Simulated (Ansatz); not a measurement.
# H₃IOSi (SMILES O[SiH2]I): functionals against CCSD(T) at one geometry

The task here is to estimate one member of a computed series from the others.

The runs use Ansatz 0.2.0, Gaussian basis; single points in def2-TZVPP.

Correlated methods freeze the cores. Filled d shells of the heavier atoms are correlated. Core potentials replace the inner electrons past krypton, and spin-orbit coupling is left out.

## The starting structure

SMILES `O[SiH2]I`, 6 atoms, charge 0, spin multiplicity 1.

Atoms are counted from 1 here; the program's logs count them from 0.

Bond lengths: O1–Si2 1.589 Å, O1–H4 1.175 Å, Si2–I3 2.453 Å, Si2–H5 1.401 Å, Si2–H6 1.583 Å. Angles: Si2–O1–H4 105.4°, O1–Si2–I3 94.6°, O1–Si2–H5 112.5°, O1–Si2–H6 115.4°, I3–Si2–H5 102.3°, I3–Si2–H6 101.4°, H5–Si2–H6 123.9°.

As a file:

```xyz
6
H3IOSi
O    -0.8442   -0.8767   -0.3352
Si    0.1808    0.3012   -0.0381
I     1.8168   -1.1415    1.0851
H    -1.7805   -0.3592   -0.8207
H     0.8765    0.7071   -1.1840
H    -0.2317    1.2790    1.1366
```

Set-up of the first run:

Contents of run/in.yaml:

```yaml
crystal:
  periodic: [false, false, false]
  atoms:
    - {symbol: O, position_ang: [-0.844200, -0.876700, -0.335200]}
    - {symbol: Si, position_ang: [0.180800, 0.301200, -0.038100]}
    - {symbol: I, position_ang: [1.816800, -1.141500, 1.085100]}
    - {symbol: H, position_ang: [-1.780500, -0.359200, -0.820700]}
    - {symbol: H, position_ang: [0.876500, 0.707100, -1.184000]}
    - {symbol: H, position_ang: [-0.231700, 1.279000, 1.136600]}
basis:
  gaussian: {orbitals: def2-TZVPP}
correlation: {method: ccsd_t}
output: {forces: true}
```

The command line of these runs was not kept.

Steps of the session up to this table: CCSD(T)/def2-TZVPP; PBE0-D4/def2-TZVPP; wB97M-V/def2-TZVPP; r2SCAN-D4/def2-TZVPP; PBE-D4/def2-TZVPP; BLYP-D4/def2-TZVPP; r2SCAN0-D4/def2-TZVPP.

One table of the session follows, with a row left open; its other results are not shown here.

| method | RMS force component (eV/Å) | angle to CCSD(T) forces (°) | dipole (D) |
| --- | --- | --- | --- |
| CCSD(T) | 2.383 | reference | 3.89 |
| PBE0-D4 | 2.372 | 2.9 | 3.85 |
| wB97M-V | 2.391 | 1.7 | 4.02 |
| r2SCAN-D4 | 2.304 | 2.0 | 3.76 |
| PBE-D4 | 2.236 | 4.3 | 3.54 |
| BLYP-D4 | 2.204 | 5.6 | 3.56 |
| r2SCAN0-D4 | ? | ? | ? |

**Question.** Estimate the row for r2SCAN0-D4.

**Answer.** RMS force component (eV/Å): 2.413; angle to CCSD(T) forces (°): 5.0; dipole (D): 3.98. In the column «RMS force component (eV/Å)» it is the highest.
